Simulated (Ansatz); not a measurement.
# W: the cost of one run

Computed with Ansatz 0.2.0 (DFT PBEsol, scalar-relativistic, plane waves, PAW, unless a step's input says otherwise).

The COD cell was measured well above room temperature, so it is larger than a cold one.

3 further runs of the same task are left out: 3 set aside as unsound or not needed.

### 1 The starting structure

It takes space group Im-3m (No. 229, cubic). Conventional cell: a = 3.154 Å, b = 3.154 Å, c = 3.154 Å, α = 90.00°, β = 90.00°, γ = 90.00°. W (site symmetry m-3m) is surrounded by 8 W at 2.73 Å.

Structure file:

```cif
data_structure
_symmetry_space_group_name_H-M 'P 1'
_symmetry_Int_Tables_number 1
_cell_length_a 2.7318
_cell_length_b 2.7318
_cell_length_c 2.7318
_cell_angle_alpha 109.471
_cell_angle_beta 109.471
_cell_angle_gamma 109.471
_cell_volume 15.69
loop_
_atom_site_label
_atom_site_type_symbol
_atom_site_fract_x
_atom_site_fract_y
_atom_site_fract_z
_atom_site_occupancy
W1 W 0.00000 0.00000 0.00000 1
```

This cell was relaxed beforehand with the same method: volume 15.69 Å³/atom, gap on the mesh none (metal).

### 2 Cutting the slab

Planes are indexed in the bulk's conventional cell (Im-3m (No. 229)), a = 3.154 Å, b = 3.154 Å, c = 3.154 Å, α = 90.00°, β = 90.00°, γ = 90.00°.

A (111) slab, 7.3 Å thick as cut, with 17 Å of vacuum; its outer planes are W (top) and W (bottom).

The slab as cut. Its planes from the bottom up:

| plane | atoms per cell | height over the lowest (Å) |
| --- | --- | --- |
| 1 | W | 0.00 |
| 2 | W | 0.91 |
| 3 | W | 1.82 |
| 4 | W | 2.73 |
| 5 | W | 3.64 |
| 6 | W | 4.55 |
| 7 | W | 5.46 |
| 8 | W | 6.37 |
| 9 | W | 7.28 |

### 3 The clean surface, relaxed

input.yaml

```yaml
crystal:
  lattice:
    - [4.4609390841, 0.0, 0.0]
    - [-2.2304695421, 3.8632865716, 0.0]
    - [0.0, 0.0, 24.2846830198]
  atoms:
    - { symbol: W, position: [0.6666666667, 0.3333333333, 0.350014863] }
    - { symbol: W, position: [0.3333333333, 0.6666666667, 0.3875111472] }
    - { symbol: W, position: [0.0, 0.0, 0.4250074315] }
    - { symbol: W, position: [0.6666666667, 0.3333333333, 0.4625037157] }
    - { symbol: W, position: [0.3333333333, 0.6666666667, 0.5] }
    - { symbol: W, position: [0.0, 0.0, 0.5374962843] }
    - { symbol: W, position: [0.6666666667, 0.3333333333, 0.5749925685] }
    - { symbol: W, position: [0.3333333333, 0.6666666667, 0.6124888528] }
    - { symbol: W, position: [0.0, 0.0, 0.649985137] }
basis:
  ecutwfc: 420
kpoints:
  mp_grid: { grid: [9, 9, 1] }
hamiltonian:
  xc: pbesol
scf:
  occupations: { method: gaussian, width: 0.1 }
output:
  forces: true
  eigenvalues: true
  write_density: true
  write_potential: true
  elf: true
  volumetric_format: npy
relax:
  adjacent_minimum: "off"
  f_tol: 0.03
  max_steps: 70
  constraints: [{ sites: [0, 1, 2, 3] }]
efield:
  axis: 3
  dipole_correction: true
  ramp_width: 0.04
```

Run with:

```console
> ansatz run input.yaml --threads 2 --pin off --max-ram 5120MiB --backend cpu --events-out ev --progress --plain --runs-dir out
```

Q: Estimate wall time and peak memory on 2 threads of Intel Xeon Platinum 8259CL at 2.50GHz (Skylake/Cascade Lake), shared host.

About 2.7 min, with a peak of 0.87 GiB.
